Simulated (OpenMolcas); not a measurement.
# CH6O3Sn (SMILES C[Sn](O)(O)O): levels of theory compared

Wanted: a comparison of 6 runs (B2PLYP/def2-SVP, BLYP/def2-SVP, PBE/def2-SVP, PBE0/def2-SVP, TPSS/def2-SVP, MP2/def2-SVP) of CH6O3Sn. 

Program for the calculation: OpenMolcas 26.06.

### 1 The system as given

The species is CH6O3Sn (11 atoms), meant as a singlet with charge 0. As SMILES, `C[Sn](O)(O)O`. Geometry: relaxed at PBE0-D4/def2-TZVP. This is one conformer, not always the lowest.

Bond lengths: C1–Sn2 2.109 Å, Sn2–O3 1.959 Å, Sn2–O4 1.959 Å, Sn2–O5 1.959 Å, C1–H6 1.089 Å, C1–H7 1.089 Å, C1–H8 1.089 Å, O3–H9 0.961 Å, O4–H10 0.961 Å, O5–H11 0.961 Å. Some angles: C1–Sn2–O3 112.6°, C1–Sn2–O4 112.6°, C1–Sn2–O5 112.6°, O3–Sn2–O4 106.2°, O3–Sn2–O5 106.2°, O4–Sn2–O5 106.2°, Sn2–C1–H6 109.0°, Sn2–C1–H7 109.1°, Sn2–C1–H8 109.0°, Sn2–O3–H9 111.8°.

### 2 The energy at B2PLYP/def2-SVP (core potential) (run 1)

test.inp reads:

```
&GATEWAY
 BASLIB = $CurrDir
 COORD
 11
 angstrom
 C       -1.634780       0.821450       0.161210
 Sn       0.242220      -0.121540      -0.023890
 O        0.658370      -1.274060       1.505120
 O        1.718000       1.160190      -0.160160
 O        0.358560      -1.259930      -1.614460
 H       -1.512400       1.751180       0.714920
 H       -2.026840       1.031120      -0.832930
 H       -2.314250       0.158830       0.695300
 H        1.532360      -1.093390       1.861260
 H        2.293460       0.964390      -0.904370
 H        0.685300      -2.138250      -1.402000
 BASIS = def2-SVP
 GROUP = NoSym

&SEWARD
 GRIDINPUT
 Grid=UltraFine
 End of Grid

&SCF
 KSDFT = B2PLYP_SCF
 THRESHOLDS = 1e-10 1e-07 1e-07 1e-05
 PRORBITALS = 1 2

&MBPT2
 FROZEN = 8
```

The basis set def2-SVP is read from a file made from the Basis Set Exchange's data (not shown).

Started as:

```sh
export MOLCAS_MEM=1860
pymolcas test.inp > test.log
```

The program printed:

```text
--- Start Module: gateway ---
[...]
--- Stop Module: gateway /rc=_RC_ALL_IS_WELL_ ---
[...]
      Basis functions          112
[...]
--- Start Module: scf ---
[...]
       Convergence after  13 Iterations
[...]
::    Total KS-DFT energy                            -480.7230518750
[...]
      Total spin, S                                     0.0000000000
[...]
      Total electronic charge=   58.000000
      Total            charge=   -0.000000
[...]
      Dipole Moment (debye):
      Origin of the operator (angstrom)=    0.2787   -0.1399   -0.0275
                   X= -1.1421E-01               Y=  5.6150E-02               Z=  1.0304E-02           Total=  1.2768E-01
      Quadrupole Moment (debye*angstrom):
[...]
--- Stop Module: scf /rc=_RC_ALL_IS_WELL_ ---
[...]
--- Start Module: mbpt2 ---
[...]
 ###    WARNING: MP2 implementation intended for RHF references only         ###
 ###############################################################################
MBPT2 WARNING: Reference function according to RunFile:KS-DFT
I'll assume you know what you're doing and continue
WARNING!
Default frozen orbitals as non valence orbitals is overwritten by user input.
Default values:   4
[...]
       Reference weight ( Cref**2 )         =        0.72030
::    Total MBPT2 energy                             -481.7396690702
[...]
      Total MBPT2 calculations                           1.01      1.16
--- Stop Module: mbpt2 /rc=_RC_ALL_IS_WELL_ ---
[...]
```

Run time: 47 s. Hardware: 1 thread of Intel Xeon Platinum 8259CL at 2.50GHz (Skylake/Cascade Lake), shared host; peak memory 0.67 GiB.

### 3 Energy and forces at BLYP/def2-SVP (core potential) (run 2)

run.inp reads:

```
* CH6O3Sn Kohn-Sham DFT
>>> EXPORT MOLCAS_PRINT=2
&GATEWAY
BasLib=$CurrDir
Coord
11
angstrom
C       -1.634780       0.821450       0.161210
Sn       0.242220      -0.121540      -0.023890
O        0.658370      -1.274060       1.505120
O        1.718000       1.160190      -0.160160
O        0.358560      -1.259930      -1.614460
H       -1.512400       1.751180       0.714920
H       -2.026840       1.031120      -0.832930
H       -2.314250       0.158830       0.695300
H        1.532360      -1.093390       1.861260
H        2.293460       0.964390      -0.904370
H        0.685300      -2.138250      -1.402000
Basis=def2-SVP
Group=NoSym
&SEWARD
GridInput
Grid=UltraFine
End of Grid
&SCF
KSDFT=BLYP
Thresholds=1e-10 1e-07 1e-07 1e-05
PrOrbitals=1 1
&ALASKA
```

The basis set def2-SVP is read from a file made from the Basis Set Exchange's data (not shown).

Started as:

```sh
export MOLCAS_MEM=1860
pymolcas run.inp > run.log
```

The program printed:

```text
--- Start Module: gateway ---
[...]
--- Stop Module: gateway /rc=_RC_ALL_IS_WELL_ ---
[...]
      Basis functions          112
[...]
--- Start Module: scf ---
[...]
       Convergence after  17 Iterations
[...]
::    Total KS-DFT energy                            -481.3878264941
[...]
      Total spin, S                                     0.0000000000
[...]
      Total electronic charge=   58.000000
      Total            charge=   -0.000000
[...]
      Dipole Moment (debye):
      Origin of the operator (angstrom)=    0.2787   -0.1399   -0.0275
                   X= -5.4216E-02               Y=  2.6106E-02               Z=  4.5475E-03           Total=  6.0345E-02
      Quadrupole Moment (debye*angstrom):
[...]
--- Stop Module: scf /rc=_RC_ALL_IS_WELL_ ---
[...]
--- Start Module: alaska ---
[...]
 *              Molecular gradients               *
 **************************************************
  Irreducible representation: a
 ------------------------------------------------------------------------------------------
                              X                       Y                       Z
 ------------------------------------------------------------------------------------------
  C1                4.03288433622251E-03   -2.01977181984869E-03   -3.93293436230291E-04
  SN2               1.01584749894323E-02   -5.10259617847675E-03   -1.00227515006346E-03
  O3                1.06649228347095E-02    1.84421545042746E-02   -1.42893421353829E-02
  O4               -8.95135256601520E-03   -2.10861940384834E-02   -1.15442603535043E-02
  O5                4.91100443612802E-03   -6.97883931827015E-04    2.51682156468824E-02
  H6               -1.19706409037934E-03   -9.31501657207345E-03   -5.46670319141684E-03
  H7                3.96601112305106E-03   -2.04880236281801E-03    9.90070480727212E-03
  H8                6.78131382658353E-03    6.55778553905373E-03   -5.37768768712832E-03
[...]
--- Stop Module: alaska /rc=_RC_ALL_IS_WELL_ ---
[...]
```

Wall time 82 s (1 thread of Intel Xeon Platinum 8259CL at 2.50GHz (Skylake/Cascade Lake), shared host); peak memory 0.67 GiB.

Runs 3 to 5 aren't shown in full; the table further down has their settings and results.

### 4 The energy at MP2/def2-SVP (core potential) (run 6)

mol.input reads:

```
>>> EXPORT MOLCAS_PRINT=2

&GATEWAY
  BasLib=$CurrDir
  Coord
  11
  angstrom
  C       -1.634780       0.821450       0.161210
  Sn       0.242220      -0.121540      -0.023890
  O        0.658370      -1.274060       1.505120
  O        1.718000       1.160190      -0.160160
  O        0.358560      -1.259930      -1.614460
  H       -1.512400       1.751180       0.714920
  H       -2.026840       1.031120      -0.832930
  H       -2.314250       0.158830       0.695300
  H        1.532360      -1.093390       1.861260
  H        2.293460       0.964390      -0.904370
  H        0.685300      -2.138250      -1.402000
  Basis=def2-SVP
  Group=NoSym

&SEWARD

&SCF
  Thresholds=1e-10 1e-07 1e-07 1e-05
  PrOrbitals=1

&MBPT2
  Frozen=8
```

The basis set def2-SVP is read from a file made from the Basis Set Exchange's data (not shown).

Started as:

```sh
export MOLCAS_MEM=1860
pymolcas mol.input > mol.log
```

The program printed:

```text
--- Start Module: gateway ---
[...]
--- Stop Module: gateway /rc=_RC_ALL_IS_WELL_ ---
[...]
      Basis functions          112
[...]
--- Start Module: scf ---
[...]
       Convergence after  14 Iterations
[...]
::    Total SCF energy                               -479.1230345809
[...]
      Total spin, S                                     0.0000000000
[...]
      Total electronic charge=   58.000000
      Total            charge=   -0.000000
[...]
      Dipole Moment (debye):
      Origin of the operator (angstrom)=    0.2787   -0.1399   -0.0275
                   X= -1.1963E-01               Y=  5.8808E-02               Z=  1.0740E-02           Total=  1.3373E-01
      Quadrupole Moment (debye*angstrom):
[...]
--- Stop Module: scf /rc=_RC_ALL_IS_WELL_ ---
[...]
--- Start Module: mbpt2 ---
[...]
WARNING!
Default frozen orbitals as non valence orbitals is overwritten by user input.
Default values:   4
[...]
       Reference weight ( Cref**2 )         =        0.80296
::    Total MBPT2 energy                             -479.9520878767
[...]
      Total MBPT2 calculations                           1.03      1.16
--- Stop Module: mbpt2 /rc=_RC_ALL_IS_WELL_ ---
[...]
```

Wall time 20 s (1 thread of Intel Xeon Platinum 8259CL at 2.50GHz (Skylake/Cascade Lake), shared host); peak memory 0.67 GiB.

### 5 The series

| run | level | task | frozen core orbitals | energy (Eh) | dipole moment (D) of the reference | HOMO energy (eV) | LUMO energy (eV) | wall time |
| --- | --- | --- | --- | --- | --- | --- | --- | --- |
| 1 | B2PLYP/def2-SVP (core potential) | energy | 8 | -480.997539 | 0.13 | -9.59 | 0.87 | 47 s |
| 2 | BLYP/def2-SVP (core potential) | gradient | – | -481.387826 | 0.06 | -6.24 | -1.27 | 82 s |
| 3 | PBE/def2-SVP (core potential) | gradient | – | -481.214150 | 0.05 | -6.40 | -1.31 | 81 s |
| 4 | PBE0/def2-SVP (core potential) | gradient | – | -481.231134 | 0.09 | -8.11 | -0.37 | 73 s |
| 5 | TPSS/def2-SVP (core potential) | gradient | – | -481.457575 | 0.04 | -6.52 | -1.16 | 1.8 min |
| 6 | MP2/def2-SVP (core potential) | energy | 8 | -479.952088 | 0.13 | -11.94 | 3.11 | 20 s |

### 6 Outcome

| quantity | value |
| --- | --- |
| run 6: total energy | -479.95209 Eh |
| run 6: dipole moment (mean-field density) | 0.13 D |
| run 6: HOMO energy (Hartree–Fock orbitals) | -11.94 eV |
| run 6: LUMO energy (Hartree–Fock orbitals) | 3.11 eV |
| run 6: HOMO–LUMO gap (Hartree–Fock orbitals) | 15.05 eV |
| run 6: correlation energy (8 core orbitals frozen) | -829.1 mEh |

In words: Over runs 1, 2, 3, 4, 5 the dipole moment (its size) runs from 0.04 D (TPSS/def2-SVP) to 0.13 D (B2PLYP/def2-SVP). A double hybrid's value is that of its SCF part. Over runs 1, 2, 3, 4, 5 the HOMO–LUMO gap runs from 4.97 eV (BLYP/def2-SVP) to 10.46 eV (B2PLYP/def2-SVP). For B2PLYP the log adds the whole second-order term; the table takes 0.27 of it, as the functional is defined. Totals of different functionals can't be ranked against each other. All runs together took 6.8 min, the longest 1.8 min.
